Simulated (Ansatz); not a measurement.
This script makes a convergence test of the plane-wave cutoff of Ti, space group P6_3/mmc with Ansatz's Python interface.

`ti.cif`
```cif
data_Ti
_cell_length_a 2.950000
_cell_length_b 2.950000
_cell_length_c 4.680000
_cell_angle_alpha 90.00000
_cell_angle_beta 90.00000
_cell_angle_gamma 120.00000
_symmetry_space_group_name_H-M 'P 1'
_symmetry_Int_Tables_number 1
loop_
_symmetry_equiv_pos_as_xyz
'x, y, z'
loop_
_atom_site_label
_atom_site_type_symbol
_atom_site_fract_x
_atom_site_fract_y
_atom_site_fract_z
Ti1 Ti    0.333333    0.666667    0.250000
Ti2 Ti    0.666667    0.333333    0.750000
```

`ti_ecut.py`
```python
"""Cutoff test for Ti."""

import ansatz as az
from ase.io import read
from tabulate import tabulate

atoms = read("ti.cif")
crystal = az.Crystal.from_ase(atoms)

base = crystal.calculation()
base = base.functional("pbesol")
base = base.kpoints(12, 12, 7, center="gamma").occupations("cold", width=0.05)
base = base.scf(tolerance=1e-09)

rows = []
for value in [300, 375, 450, 525, 600]:
    rep = base.basis(value).run(threads=1, pin="off").report
    rows.append((value, rep["free_energy_ev"] / len(rep["lattice"]["sites"]), rep["n_iterations"], rep["n_pw"]))

print(tabulate(rows, headers=["cutoff (eV)", "F/atom (eV)", "iterations", "plane waves"], floatfmt=".4f", tablefmt="grid"))

# the last row is the reference
for row in rows[:-1]:
    shift = 1000 * (row[1] - rows[-1][1])
    print(f"{row[0]}: {shift:+.2f} meV/atom" + ("  (within 1 meV)" if abs(shift) < 1 else ""))
```

How fast does the energy converge with the cutoff (threshold 1 meV an atom)?

From 450 eV on it stays within 1 meV an atom of the value at 600 eV; the first row (300 eV) is off by 141.1 meV and the last but one by 0.22 meV. The energy falls steadily, as expected when plane waves are added.

The run itself:

Running `python ti_ecut.py` prints:
```text
DeckWarning: the atoms were moved onto the symmetric positions of the space group found under crystal.symmetry.tolerance 1.0e-5 (fractional; no operation is sought that the atoms, as they stand in a [...]
DeckWarning: basis.ecutwfc = 300 eV is below the records' recommended 420 eV, and the density's cutoff is lower with it unless basis.ecutrho_ratio is high enough to keep the records' density cutoff: compare with a run at a higher cutoff
DeckWarning: basis.ecutwfc = 375 eV is below the records' recommended 420 eV, and the density's cutoff is lower with it unless basis.ecutrho_ratio is high enough to keep the records' density cutoff: compare with a run at a higher cutoff
+---------------+---------------+--------------+---------------+
|   cutoff (eV) |   F/atom (eV) |   iterations |   plane waves |
+===============+===============+==============+===============+
|           300 |    -2473.7387 |            6 |           403 |
+---------------+---------------+--------------+---------------+
|           375 |    -2473.8774 |            6 |           579 |
+---------------+---------------+--------------+---------------+
|           450 |    -2473.8791 |            6 |           761 |
+---------------+---------------+--------------+---------------+
|           525 |    -2473.8796 |            6 |           977 |
+---------------+---------------+--------------+---------------+
|           600 |    -2473.8798 |            6 |          1141 |
+---------------+---------------+--------------+---------------+
300: +141.13 meV/atom
375: +2.45 meV/atom
450: +0.70 meV/atom  (within 1 meV)
525: +0.22 meV/atom  (within 1 meV)
```
(Warnings from the package without file and line, shortened.)

Shifts are counted from the last row, which is itself no proven limit. By the engine's processor time: 7.6 s on 1 thread of Intel(R) Xeon(R) Processor @ 2.30GHz, on a shared host, peak memory 0.59 GiB.
